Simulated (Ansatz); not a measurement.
# Na3Sc: the cost of one run

Program: Ansatz 0.2.0. Level of theory: DFT PBE, scalar-relativistic, plane waves, PAW. These are calculated values, not measurements.

## (1) The system as given

The structure is tetragonal, space group P4/mmm (No. 123). Conventional cell: a = 4.285 Å, b = 4.285 Å, c = 4.241 Å, α = 90.00°, β = 90.00°, γ = 90.00°. Around Na (site symmetry mmm) lie 8 Na at 3.01 to 3.03 Å and 4 Sc at 3.01 Å. Around Na (site symmetry 4/mmm) lie 8 Na at 3.01 Å and 4 Sc at 3.03 Å. Around Sc (site symmetry 4/mmm) lie 12 Na at 3.01 to 3.03 Å.

Structure file:

```
CELL_PARAMETERS angstrom
4.28494 0.00000 0.00000
0.00000 4.28494 0.00000
0.00000 0.00000 4.24090
ATOMIC_POSITIONS crystal
Na 0.00000 0.50000 0.50000
Na 0.50000 0.00000 0.50000
Na 0.50000 0.50000 0.00000
Sc 0.00000 0.00000 0.00000
```

This is candidate A: Cu3Pd type (P4/mmm, No. 123).

(A quick probe on a coarse mesh, which set the mesh and smearing, is not shown.)

## (3) Rough relaxation on the coarse mesh (candidate A)

input.yaml reads:

```yaml
crystal:
  lattice:
    - [4.2849415585, 0.0, 0.0]
    - [0.0, 4.2849415585, 0.0]
    - [0.0, 0.0, 4.2408983399]
  atoms:
    - { symbol: Na, position: [0.0, 0.5, 0.5] }
    - { symbol: Na, position: [0.5, 0.0, 0.5] }
    - { symbol: Na, position: [0.5, 0.5, 0.0] }
    - { symbol: Sc, position: [0.0, 0.0, 0.0] }
basis:
  ecutwfc: 420
kpoints:
  mp_grid: { grid: [4, 4, 4] }
hamiltonian:
  xc: pbe
scf:
  occupations: { method: gaussian, width: 0.1 }
  lower_state_search: "off"
output:
  forces: true
  stress: true
  eigenvalues: true
relax:
  adjacent_minimum: "off"
  f_tol: 0.04
  max_steps: 70
  cell: { stress_tol: 0.4 }
```

The run is started by

```bash
ansatz run input.yaml --threads 1 --pin off --max-ram 2560MiB --backend cpu --events-out ev --progress --plain --runs-dir out
```

Q: Estimate wall time and peak memory on 1 thread of Intel Xeon 6975P-C (Granite Rapids), shared host.

About 11 s, with a peak of 0.41 GiB.
